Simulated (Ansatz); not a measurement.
# CH7GaOSi: small, medium and large basis sets

An exercise on one series of results from a longer session: the logs are not shown, and one member is left open.

Computed with Ansatz 0.2.0, Gaussian basis. Level: one geometry, several basis sets.

Levels to be run: PBE0-D4/def2-SVP; ωB97M-V/def2-SVP; PBE0-D4/def2-QZVPP; ωB97M-V/def2-QZVPP; the functionals' def2-TZVPP values are taken from earlier runs.

## Structure used throughout

All runs share one geometry, relaxed beforehand with PBE0-D4 in a triple-zeta def2 set.

SMILES `C[SiH](O)[GaH2]`, 11 atoms, charge 0, spin multiplicity 1.

Atoms are counted from 1 here; the program's logs count them from 0.

Bond lengths: C1–Si2 1.872 Å, C1–H5 1.094 Å, C1–H6 1.094 Å, C1–H7 1.092 Å, Si2–O3 1.664 Å, Si2–Ga4 2.424 Å, Si2–H8 1.498 Å, O3–H9 0.959 Å, Ga4–H10 1.578 Å, Ga4–H11 1.575 Å. Angles: Si2–C1–H5 110.2°, Si2–C1–H6 111.3°, Si2–C1–H7 111.3°, H5–C1–H6 107.5°, H5–C1–H7 108.0°, H6–C1–H7 108.4°, C1–Si2–O3 111.6°, C1–Si2–Ga4 114.1°, C1–Si2–H8 106.9°, O3–Si2–Ga4 102.4°, O3–Si2–H8 109.4°, Ga4–Si2–H8 112.4°, Si2–O3–H9 117.6°, Si2–Ga4–H10 121.2°, Si2–Ga4–H11 122.1°, H10–Ga4–H11 116.7°.

Set-up of the first run:

Input file in.yaml:

```yaml
crystal:
  periodic: [false, false, false]
  atoms:
    - {symbol: C, position_ang: [-0.839901, 1.394714, -0.046954]}
    - {symbol: Si, position_ang: [-0.259911, -0.326334, 0.405970]}
    - {symbol: O, position_ang: [0.735318, -0.306448, 1.739838]}
    - {symbol: Ga, position_ang: [1.140953, -1.372262, -1.273061]}
    - {symbol: H, position_ang: [-1.492847, 1.354094, -0.924313]}
    - {symbol: H, position_ang: [-1.410576, 1.849554, 0.768042]}
    - {symbol: H, position_ang: [0.003264, 2.047730, -0.283174]}
    - {symbol: H, position_ang: [-1.485669, -1.131652, 0.710290]}
    - {symbol: H, position_ang: [0.345026, -0.063508, 2.581051]}
    - {symbol: H, position_ang: [2.073051, -0.510937, -2.210533]}
    - {symbol: H, position_ang: [1.191291, -2.934940, -1.467155]}
basis:
  gaussian: {orbitals: def2-SVP}
hamiltonian: {xc: pbe0, dispersion: d4}
output: {orbitals: {seedname: orbitals}}
```

Among the steps run: PBE0-D4 in def2-SVP; ωB97M-V in def2-SVP; PBE0-D4 in def2-QZVPP; ωB97M-V in def2-QZVPP.

One of the session's tables, all rows but one given; the rest of the session is left out.

It belongs to the step «Functionals by basis». 

| functional | basis | HOMO (eV) | LUMO (eV) |
| --- | --- | --- | --- |
| PBE0-D4 | def2-SVP | -7.11 | -1.90 |
| PBE0-D4 | def2-TZVPP | -7.16 | -1.98 |
| PBE0-D4 | def2-QZVPP | -7.17 | -2.01 |
| ωB97M-V | def2-SVP | -9.11 | -0.15 |
| ωB97M-V | def2-TZVPP | -9.19 | -0.25 |
| ωB97M-V | def2-QZVPP | ? | ? |

**Question.** Estimate the row for ωB97M-V, def2-QZVPP.

As computed: HOMO (eV): -9.21; LUMO (eV): -0.37. In the column «HOMO (eV)» it is the lowest.
